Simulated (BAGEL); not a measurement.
# Ge2H6 (digermane), step by step

Wanted: a single-point energy (HF/cc-pVDZ), then the energy (NEVPT2(2,2)/cc-pVDZ), then a single-point energy (CASPT2(2,2)/cc-pVDZ) of Ge2H6 (digermane). 

The calculation is run with BAGEL 1.2.2.

1 further run of the same task is left out (set aside as unsound or not needed).

### Step 1. The molecule

Ge2H6 has 8 atoms, charge 0, and is taken as a singlet. As SMILES, `[GeH3][GeH3]`. The Ge2–H8 distance was set to 4.304 Å, away from the relaxed value. At this shape a bond of the SMILES string is far longer than usual.

Bond lengths: Ge1–Ge2 2.420 Å, Ge1–H3 1.537 Å, Ge1–H4 1.537 Å, Ge1–H5 1.537 Å, Ge2–H6 1.537 Å, Ge2–H7 1.537 Å. Angles: Ge1–Ge2–H6 110.3°, Ge1–Ge2–H7 110.3°, Ge2–Ge1–H3 110.3°, Ge2–Ge1–H4 110.3°, Ge2–Ge1–H5 110.3°, H6–Ge2–H7 108.6°, H3–Ge1–H4 108.6°, H3–Ge1–H5 108.6°, H4–Ge1–H5 108.6°.

### Step 2. A single-point energy at HF/cc-pVDZ (density fitting with svp-jkfit) (run 1)

Input file hf.json:

```json
{ "bagel": [

{
  "title": "molecule",
  "basis": "cc-pvdz.json",
  "df_basis": "svp-jkfit",
  "angstrom": true,
  "geometry": [
    { "atom": "Ge", "xyz": [    0.423867,    2.650316,   -2.060047 ] },
    { "atom": "Ge", "xyz": [    1.562167,    2.086496,   -0.000147 ] },
    { "atom": "H", "xyz": [    0.632487,    1.543176,   -3.105927 ] },
    { "atom": "H", "xyz": [   -1.084453,    2.810726,   -1.810187 ] },
    { "atom": "H", "xyz": [    0.969807,    3.970376,   -2.627987 ] },
    { "atom": "H", "xyz": [    1.360447,    3.197506,    1.042993 ] },
    { "atom": "H", "xyz": [    3.069327,    1.917946,   -0.251607 ] },
    { "atom": "H", "xyz": [    0.017470,   -1.597700,    1.602230 ] }
  ]
},
{ "title": "hf" },
{ "title": "print", "file": "orbitals.molden", "orbitals": true }

]}
```

The basis set cc-pVDZ is read from a file made from the Basis Set Exchange's data (not shown).

Run with:

```
$ BAGEL_NUM_THREADS=1 BAGEL hf.json > hf.out
```

What it wrote:

```text
* using 1 threads per process

  ===============================================================
  ===============================================================

  *** Geometry ***

  { "atom" : "Ge", "xyz" : [      0.800993,      5.008371,     -3.892925 ] },
  { "atom" : "Ge", "xyz" : [      2.952068,      3.942906,     -0.000278 ] },
  { "atom" : "H", "xyz" : [      1.195227,      2.916180,     -5.869351 ] },
  { "atom" : "H", "xyz" : [     -2.049319,      5.311502,     -3.420758 ] },
  { "atom" : "H", "xyz" : [      1.832670,      7.502923,     -4.966176 ] },
  { "atom" : "H", "xyz" : [      2.570872,      6.042411,      1.970971 ] },
  { "atom" : "H", "xyz" : [      5.800187,      3.624393,     -0.475468 ] },
  { "atom" : "H", "xyz" : [      0.033014,     -3.019215,      3.027776 ] },

  Number of auxiliary basis functions:      640

  Since a DF basis is specified, we compute 2- and 3-index integrals:
    o Being stored without compression. Storage requirement is 0.036 GB

  Number of basis functions:       84
  Number of electrons      :       70

    * METHOD: MOLECULE                             0.42

  *** RHF ***

  === Nuclear Repulsion ===
   313.8033982743

      * DIIS with orbital gradients will be used.

  === RHF iteration (cc-pvdz.json) ===
      0      -4153.76169355          0.00851677           0.13
      1      -4153.64663522          0.01084975           0.12
      2      -4153.88894766          0.00363027           0.11
      3      -4153.90657549          0.00140348           0.13
      4      -4153.90857566          0.00055475           0.11
      5      -4153.90892092          0.00016535           0.11
      6      -4153.90895411          0.00001820           0.11
      7      -4153.90895462          0.00000440           0.11
      8      -4153.90895467          0.00000112           0.11
      9      -4153.90895467          0.00000037           0.11
     10      -4153.90895467          0.00000012           0.11
     11      -4153.90895467          0.00000003           0.11
     12      -4153.90895467          0.00000001           0.11
    * SCF iteration converged.

    * Permanent dipole moment:
           (   -0.600606,    -1.850318,     1.035769) a.u.

    * METHOD: HF                                   1.72

    * METHOD: PRINT                                0.01

  ===============================================================
```

Run time: 2.5 s. Hardware: 1 thread of Intel Xeon 6975P-C (Granite Rapids), shared host; peak memory 0.17 GiB.

### Step 3. A single-point energy at NEVPT2(2,2)/cc-pVDZ (density fitting with svp-jkfit) (run 2)

Input file input.json:

```json
{ "bagel": [

{
  "title": "molecule",
  "basis": "cc-pvdz.json",
  "df_basis": "svp-jkfit",
  "angstrom": "true",
  "geometry": [
    { "atom": "Ge", "xyz": [    0.423867,    2.650316,   -2.060047 ] },
    { "atom": "Ge", "xyz": [    1.562167,    2.086496,   -0.000147 ] },
    { "atom": "H", "xyz": [    0.632487,    1.543176,   -3.105927 ] },
    { "atom": "H", "xyz": [   -1.084453,    2.810726,   -1.810187 ] },
    { "atom": "H", "xyz": [    0.969807,    3.970376,   -2.627987 ] },
    { "atom": "H", "xyz": [    1.360447,    3.197506,    1.042993 ] },
    { "atom": "H", "xyz": [    3.069327,    1.917946,   -0.251607 ] },
    { "atom": "H", "xyz": [    0.017470,   -1.597700,    1.602230 ] }
  ]
},
{ "title": "hf" },
{ "title": "nevpt2", "nstate": 1, "nact": 2, "nclosed": 34, "active": [35, 36], "maxiter": 200, "natocc": "true", "ncore": 18 },
{ "title": "print", "file": "orbitals.molden", "orbitals": "true" }

]}
```

The basis set cc-pVDZ is read from a file made from the Basis Set Exchange's data (not shown).

Run with:

```
$ BAGEL_NUM_THREADS=1 BAGEL input.json > input.out
```

What it wrote:

```text
* using 1 threads per process

  ===============================================================
  ===============================================================

  *** Geometry ***

  { "atom" : "Ge", "xyz" : [      0.800993,      5.008371,     -3.892925 ] },
  { "atom" : "Ge", "xyz" : [      2.952068,      3.942906,     -0.000278 ] },
  { "atom" : "H", "xyz" : [      1.195227,      2.916180,     -5.869351 ] },
  { "atom" : "H", "xyz" : [     -2.049319,      5.311502,     -3.420758 ] },
  { "atom" : "H", "xyz" : [      1.832670,      7.502923,     -4.966176 ] },
  { "atom" : "H", "xyz" : [      2.570872,      6.042411,      1.970971 ] },
  { "atom" : "H", "xyz" : [      5.800187,      3.624393,     -0.475468 ] },
  { "atom" : "H", "xyz" : [      0.033014,     -3.019215,      3.027776 ] },

  Number of auxiliary basis functions:      640

  Since a DF basis is specified, we compute 2- and 3-index integrals:
    o Being stored without compression. Storage requirement is 0.036 GB

  Number of basis functions:       84
  Number of electrons      :       70

    * METHOD: MOLECULE                             0.41

  *** RHF ***

  === Nuclear Repulsion ===
   313.8033982743

      * DIIS with orbital gradients will be used.

  === RHF iteration (cc-pvdz.json) ===
      0      -4153.76169355          0.00851677           0.12
      1      -4153.64663522          0.01084975           0.12
      2      -4153.88894766          0.00363027           0.12
      3      -4153.90657549          0.00140348           0.11
      4      -4153.90857566          0.00055475           0.11
      5      -4153.90892092          0.00016535           0.12
      6      -4153.90895411          0.00001820           0.14
      7      -4153.90895462          0.00000440           0.13
      8      -4153.90895467          0.00000112           0.11
      9      -4153.90895467          0.00000037           0.11
     10      -4153.90895467          0.00000012           0.11
     11      -4153.90895467          0.00000003           0.13
     12      -4153.90895467          0.00000001           0.12
    * SCF iteration converged.

    * Permanent dipole moment:
           (   -0.600606,    -1.850318,     1.035769) a.u.

    * METHOD: HF                                   1.79

    * freezing 18 orbitals
  ---------------------------
      CASSCF calculation
  ---------------------------

    ==== Active orbitals : =====
         Orbital 35
         Orbital 36
    ============================

    * nstate   :      1
    * nclosed  :     34
    * nact     :      2
    * nvirt    :     48
  === CASSCF iteration (cc-pvdz.json) ===

    * Using the second-order algorithm

      0  0     -4154.01910722     5.80e-03      0.03

      1  0     -4154.04238722     2.71e-04      0.58

      2  0     -4154.04243697     5.23e-05      0.52

      3  0     -4154.04243852     1.19e-05      0.58

      4  0     -4154.04243860     2.71e-06      0.65

      5  0     -4154.04243861     6.17e-07      0.56

      6  0     -4154.04243861     1.41e-07      0.49

      7  0     -4154.04243861     3.20e-08      0.49

      8  0     -4154.04243861     7.29e-09      0.41

    * Second-order optimization converged. *

     guess   0:   closed 1.                   open ..

  === FCI iteration ===

      0  0     -4153.88496829     9.11e-02      0.00
      1  0     -4154.03865870     1.80e-02      0.00
      2  0 *   -4154.04243861     2.85e-16      0.00

     * ci vector, state   0, <S^2> = 0.0000
       2.     0.7522969094
       .2    -0.6588242255

  === DF-NEVPT2 calculation ===

    * 3-index integral transformation done
    * assembly done

      NEVPT2 correlation energy:   -0.2265223957      0.13

          (+0)     -0.1979136172
          (+0)'    -0.0037816507
          (+1)     -0.0059939687
          (+1)'    -0.0000000000
          (+2)     -0.0000119828
          (-1)     -0.0187812200
          (-1)'     0.0000000000
          (-2)     -0.0000399564

      NEVPT2 total energy:       -4154.2689610036

    * METHOD: NEVPT2                               4.92

    * METHOD: PRINT                                0.01

  ===============================================================
```

Wall time 7.5 s (1 thread of Intel Xeon 6975P-C (Granite Rapids), shared host); peak memory 0.17 GiB.

### Step 4. A single-point energy at CASPT2(2,2)/cc-pVDZ (density fitting with svp-jkfit) (run 3)

Input file input.json:

```json
{ "bagel": [

{
  "title": "molecule",
  "basis": "cc-pvdz.json",
  "df_basis": "svp-jkfit",
  "angstrom": "true",
  "geometry": [
    { "atom": "Ge", "xyz": [       0.423867,       2.650316,      -2.060047 ] },
    { "atom": "Ge", "xyz": [       1.562167,       2.086496,      -0.000147 ] },
    { "atom": "H", "xyz": [       0.632487,       1.543176,      -3.105927 ] },
    { "atom": "H", "xyz": [      -1.084453,       2.810726,      -1.810187 ] },
    { "atom": "H", "xyz": [       0.969807,       3.970376,      -2.627987 ] },
    { "atom": "H", "xyz": [       1.360447,       3.197506,       1.042993 ] },
    { "atom": "H", "xyz": [       3.069327,       1.917946,      -0.251607 ] },
    { "atom": "H", "xyz": [       0.017470,      -1.597700,       1.602230 ] }
  ]
},

{ "title": "hf" },

{ "title": "casscf", "nstate": 1, "nact": 2, "nclosed": 34, "active": [35, 36], "maxiter": 200, "natocc": "true" },

{ "title": "print", "file": "orbitals.molden", "orbitals": "true" },

{ "title": "smith", "method": "caspt2", "ms": "true", "xms": "true", "sssr": "true", "shift": 0.2, "shift_imag": "true", "ncore": 18 }

]}
```

The basis set cc-pVDZ is read from a file made from the Basis Set Exchange's data (not shown).

Run with:

```
$ BAGEL_NUM_THREADS=1 BAGEL input.json > input.out
```

What it wrote:

```text
* using 1 threads per process

  ===============================================================
  ===============================================================

  *** Geometry ***

  { "atom" : "Ge", "xyz" : [      0.800993,      5.008371,     -3.892925 ] },
  { "atom" : "Ge", "xyz" : [      2.952068,      3.942906,     -0.000278 ] },
  { "atom" : "H", "xyz" : [      1.195227,      2.916180,     -5.869351 ] },
  { "atom" : "H", "xyz" : [     -2.049319,      5.311502,     -3.420758 ] },
  { "atom" : "H", "xyz" : [      1.832670,      7.502923,     -4.966176 ] },
  { "atom" : "H", "xyz" : [      2.570872,      6.042411,      1.970971 ] },
  { "atom" : "H", "xyz" : [      5.800187,      3.624393,     -0.475468 ] },
  { "atom" : "H", "xyz" : [      0.033014,     -3.019215,      3.027776 ] },

  Number of auxiliary basis functions:      640

  Since a DF basis is specified, we compute 2- and 3-index integrals:
    o Being stored without compression. Storage requirement is 0.036 GB

  Number of basis functions:       84
  Number of electrons      :       70

    * METHOD: MOLECULE                             0.32

  *** RHF ***

  === Nuclear Repulsion ===
   313.8033982743

      * DIIS with orbital gradients will be used.

  === RHF iteration (cc-pvdz.json) ===
      0      -4153.76169355          0.00851677           0.13
      1      -4153.64663522          0.01084975           0.12
      2      -4153.88894766          0.00363027           0.12
      3      -4153.90657549          0.00140348           0.13
      4      -4153.90857566          0.00055475           0.12
      5      -4153.90892092          0.00016535           0.11
      6      -4153.90895411          0.00001820           0.12
      7      -4153.90895462          0.00000440           0.12
      8      -4153.90895467          0.00000112           0.12
      9      -4153.90895467          0.00000037           0.12
     10      -4153.90895467          0.00000012           0.12
     11      -4153.90895467          0.00000003           0.12
     12      -4153.90895467          0.00000001           0.12
    * SCF iteration converged.

    * Permanent dipole moment:
           (   -0.600606,    -1.850318,     1.035769) a.u.

    * METHOD: HF                                   1.76

  ---------------------------
      CASSCF calculation
  ---------------------------

    ==== Active orbitals : =====
         Orbital 35
         Orbital 36
    ============================

    * nstate   :      1
    * nclosed  :     34
    * nact     :      2
    * nvirt    :     48
  === CASSCF iteration (cc-pvdz.json) ===

    * Using the second-order algorithm

      0  0     -4154.01910722     5.80e-03      0.02

      1  0     -4154.04238722     2.71e-04      0.51

      2  0     -4154.04243697     5.23e-05      0.55

      3  0     -4154.04243852     1.19e-05      0.64

      4  0     -4154.04243860     2.71e-06      0.53

      5  0     -4154.04243861     6.17e-07      0.53

      6  0     -4154.04243861     1.41e-07      0.47

      7  0     -4154.04243861     3.20e-08      0.47

      8  0     -4154.04243861     7.29e-09      0.40

    * Second-order optimization converged. *

     guess   0:   closed 1.                   open ..

  === FCI iteration ===

      0  0     -4153.88496829     9.11e-02      0.00
      1  0     -4154.03865870     1.80e-02      0.00
      2  0 *   -4154.04243861     2.85e-16      0.00

     * ci vector, state   0, <S^2> = 0.0000
       2.     0.7522969094
       .2    -0.6588242255

    * METHOD: CASSCF                               4.37

    * METHOD: PRINT                                0.01

  === SMITH program ===

    * freezing 18 orbitals

    * Approximate memory requirement for SMITH calulation per MPI process:
      o Storage requirement for T-amplitude, lambda, and residual is 0.02 GB
      o Storage requirement for MO integrals is 0.01 GB
    * Calculating and saving rdm4f

    * Zeroth order energy : state  0       -0.3355863921

    * CASPT2 iteration is performed using orthogonal basis

      -------------------------------------------  CASPT2 iteration  ---------------------------------------------------
       #      aibj      arbs      arbi      airj      risj      airs      arst      rist         Etot      error   time
      ------------------------------------------------------------------------------------------------------------------

       0  -0.19639  -0.00005  -0.02064  -0.00664  -0.00002  -0.00368  -0.00000   0.00000   -0.2274064  0.0002703   0.08
       1  -0.19639  -0.00005  -0.02064  -0.00664  -0.00002  -0.00371  -0.00000  -0.00000   -0.2274622  0.0000321   0.07
       2  -0.19639  -0.00005  -0.02064  -0.00664  -0.00002  -0.00371  -0.00000  -0.00000   -0.2274630  0.0000028   0.07
       3  -0.19639  -0.00005  -0.02064  -0.00664  -0.00002  -0.00371  -0.00000  -0.00000   -0.2274630  0.0000003   0.07

      ------------------------------------------------------------------------------------------------------------------

    * CASPT2 energy : state  0    -4154.2721073425
        w/o shift correction      -4154.2699015970
        reference weight              0.9075498095

    * METHOD: SMITH                                0.58

  ===============================================================
```

Wall time 7.5 s (1 thread of Intel Xeon 6975P-C (Granite Rapids), shared host); peak memory 0.2 GiB.

### Step 5. Summary of results

```
                                quantity           value
         run 1, HF/cc-pVDZ: total energy  -4153.90895 Eh
        run 1, HF/cc-pVDZ: dipole moment          5.60 D
          run 1, HF/cc-pVDZ: HOMO energy        -6.66 eV
          run 1, HF/cc-pVDZ: LUMO energy        -2.30 eV
        run 1, HF/cc-pVDZ: HOMO–LUMO gap         4.36 eV
run 2, NEVPT2(2,2)/cc-pVDZ: total energy  -4154.26896 Eh
run 3, CASPT2(2,2)/cc-pVDZ: total energy  -4154.27211 Eh
```

In words: One bond (run 1, HF/cc-pVDZ) is far stretched, which a spin-restricted single reference describes badly; a broken-symmetry solution may lie lower.
